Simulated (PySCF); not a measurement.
# C5H13NOSi2: NMR shifts

What NMR shifts should C5H13NOSi2 (`C=C(C)CC(=O)[Si@H](N)[SiH3]`) show?

Programs: PySCF 2.14.0, with density-fitted response routines of our own. Each step states its level of theory. These are calculated values for one molecule in the gas phase, unless marked as measured. Atoms count from 0, in the outputs and in this text.

### 1 Starting geometry

22 atoms, charge 0, multiplicity 1; geometry from: GFN2-xTB.

Bonds of the start (Å): C0–C1 1.32, C1–C2 1.50, C1–C3 1.51, C3–C4 1.52, C4–O5 1.21, C4–Si6 1.92, Si6–N7 1.72, Si6–Si8 2.31, C0–H9 1.08, C0–H10 1.08, C2–H11 1.09, C2–H12 1.09, C2–H13 1.09, C3–H14 1.09, C3–H15 1.09, Si6–H16 1.49, N7–H17 1.01, N7–H18 1.01, Si8–H19 1.46, Si8–H20 1.47, Si8–H21 1.47.

### 2 Shielding tensors: PBE0/pcSseg-1

Job settings and geometry (Å):

```
{"job": {"kind": "nmr", "xc": "PBE0", "basis": "pcSseg-1"}, "charge": 0, "multiplicity": 1}
C     -1.568239    -1.592286     0.171901
C     -1.781277    -0.284914     0.168821
C     -2.753907     0.391834    -0.742853
C     -1.005674     0.644681     1.063541
C      0.076720     1.266301     0.198370
O     -0.176419     2.164771    -0.574490
Si     1.853293     0.553898     0.327266
N      2.689725     1.509347    -0.826191
Si     2.094238    -1.676768    -0.207037
H     -0.858174    -2.056113     0.835683
H     -2.113425    -2.253720    -0.479675
H     -2.257478     1.214404    -1.257321
H     -3.158195    -0.298911    -1.478615
H     -3.578071     0.815285    -0.167527
H     -1.665840     1.429814     1.439469
H     -0.553059     0.101865     1.892833
H      2.203609     0.852596     1.739665
H      2.319988     2.416055    -1.066156
H      3.690176     1.482916    -0.925117
H      1.262793    -2.149237    -1.315979
H      3.486647    -1.989403    -0.550714
H      1.782159    -2.523029     0.951705
```

Level: GIAO PBE0/pcSseg-1 NMR shielding, non-relativistic, gas phase.

On the command line:

```
OMP_NUM_THREADS=1 python probes_run.py task.json out
```

The driver reads the jobs from task.json and runs them one after another.

What will the session give for the following? ¹³C shifts against TMS (PBE0/pcSseg-1); ¹H shifts against TMS (PBE0/pcSseg-1, means over atoms taken as alike); ¹⁷O shifts against H2O (PBE0/pcSseg-1); ²⁹Si shifts against TMS (PBE0/pcSseg-1); ¹⁵N shifts against NH3 (PBE0/pcSseg-1). Wanted: ¹³C shifts against TMS; ¹H shifts against TMS; ¹⁷O shifts against H2O; ²⁹Si shifts against TMS; ¹⁵N shifts against NH3.

As calculated:

| quantity | value |
| --- | --- |
| ¹³C shifts against TMS (PBE0/pcSseg-1) | 242.6, 146.3, 123.1, 61.1, 24.2 ppm |
| ¹H shifts against TMS (PBE0/pcSseg-1, means over atoms taken as alike) | 5.40, 5.31, 5.20, 3.73, 3.53, 2.75, 1.91, 0.33 ppm |
| ¹⁷O shifts against H2O (PBE0/pcSseg-1) | 793.6 ppm |
| ²⁹Si shifts against TMS (PBE0/pcSseg-1) | -55.1, -114.8 ppm |
| ¹⁵N shifts against NH3 (PBE0/pcSseg-1) | 0.4 ppm |

**Reading.** At PBE0/pcSseg-1: Shielding is most anisotropic at O5 (span 1647 ppm, paramagnetic term -859 ppm).
